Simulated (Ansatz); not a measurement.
The same path of a periodic cell of 17 atoms, W8C8F (surface WC(001), adsorbate F) was run twice with different band settings. Lost on the way: C12–F17. Made: C16–F17.

Level of theory: DFT PBEsol, scalar-relativistic, plane waves, PAW in Ansatz 0.2.0. Settings: PAW set soft_1, cutoff 420 eV, k mesh 4x4x1, gaussian smearing 0.15 eV, no spin polarisation.

Relaxed end points:

```xyz
17
Lattice="5.7877 0.0000 0.0000 -2.8939 5.0123 0.0000 0.0000 0.0000 17.2448" Properties=species:S:1:pos:R:3
W 0.000 0.000 1.000
C 1.447 0.837 2.307
W 0.008 -0.002 3.829
C 1.447 0.821 4.945
W -1.447 2.506 1.000
C 0.001 3.342 2.306
W -1.447 2.518 3.828
C -0.015 3.353 4.945
W 2.894 0.000 1.000
C 4.341 0.836 2.336
W 2.886 -0.002 3.829
C 4.340 0.840 5.085
W 1.447 2.506 1.000
C 2.893 3.342 2.306
W 1.447 2.508 3.838
C 2.909 3.353 4.945
F -1.448 0.846 6.406
```

```xyz
17
Lattice="5.7877 0.0000 0.0000 -2.8939 5.0123 0.0000 0.0000 0.0000 17.2448" Properties=species:S:1:pos:R:3
W 0.000 0.000 1.000
C 1.448 0.836 2.306
W 0.000 0.012 3.828
C 1.432 0.847 4.945
W -1.447 2.506 1.000
C 0.000 3.343 2.307
W -1.439 2.504 3.829
C 0.000 3.327 4.945
W 2.894 0.000 1.000
C 4.340 0.836 2.306
W 2.894 0.002 3.838
C 4.355 0.847 4.945
W 1.447 2.506 1.000
C 2.894 3.342 2.336
W 1.439 2.504 3.829
C 2.893 3.346 5.085
F -2.895 3.352 6.406
```

Common settings: climbing image yes; optimiser quadratic models (default); end points relaxed; atoms held 1, 5, 9, 13.

| run | movable images | spring | start path | force threshold | iteration limit |
| --- | --- | --- | --- | --- | --- |
| 1 | 5 | 1.0 eV/Å² | IDPP | 0.03 eV/Å | 41 |
| 2 | 3 | 5.0 eV/Å² | default | 0.2 eV/Å | 50 |

**Question.** What does each run give, and how far can it be trusted?

**Answer.** Run 1: converged after 9 iterations, highest image 2.552 eV above the first end. Neighbouring images differ by up to 1.5 eV, so the band resolves the path poorly. By the program's own check the climbing image is of a kind that is not told: the force calls were inconclusive, a negative curvature could not be distinguished from the path's own, the only one lies far off the path, or fixed occupations may fill a level only in part (lowest curvatures found: -17.72 and 1.45 eV/Å²).
Run 2: converged after 6 iterations, highest image 2.553 eV above the first end. The threshold of 0.2 eV/Å is loose, so the images may lie well off the minimum-energy path. Neighbouring images differ by up to 2.0 eV, so the band resolves the path poorly. The order of the stationary point at the top wasn't checked.
Limits of this set-up: coarse k mesh, thin slab, slab without dipole correction, odd electron count without spin, PAW files made for another functional.
